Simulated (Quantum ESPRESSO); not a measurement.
Bi, 1 atom in the cell. The cell holds a sheet with vacuum, 1 atom: a = 3.129 Å, b = 3.129 Å, c = 23.800 Å, α = 90.00°, β = 90.00°, γ = 90.00°. The cell was built by a generator and needn't be a form met in nature.

- Program: Quantum ESPRESSO 7.5
- Task: work function
- Functional: PBE
- Potentials or basis: PseudoDojo 0.4 SR PBE stringent
- Cutoff: 1225 eV
- Density cutoff: 4898 eV
- k mesh: 9 × 9 × 1
- Occupations: fermi-dirac, width 0.05 eV
- Spin: no spin polarisation
- Boundary across the vacuum: none
- Mixing mode: local-TF
- Mixing beta: 0.3
- Most SCF iterations: 150
- SCF threshold: 1e-09 Ry

Potentials or basis: PseudoDojo 0.4 SR PBE stringent.

Run with:

```sh
$ OMP_NUM_THREADS=1 mpirun -n 2 pw.x -nk 2 -in pw.in > pw.out
$ OMP_NUM_THREADS=1 mpirun -n 1 pp.x -in pp_density.in > pp_density.out
$ OMP_NUM_THREADS=1 mpirun -n 1 pp.x -in pp_potential.in > pp_potential.out
$ OMP_NUM_THREADS=1 mpirun -n 1 pp.x -in pp_elf.in > pp_elf.out
```

Hardware: 2 MPI ranks on Intel(R) Xeon(R) Processor @ 2.70GHz, with other jobs on the host.

Estimate the wall time of this run.

Run time: 2.6 min on 2 MPI ranks on Intel(R) Xeon(R) Processor @ 2.70GHz (shared host), peak memory 0.66 GiB a rank. Counts: scf iterations 12, k pools 2, bands 18, k points 15, g dense 181395.
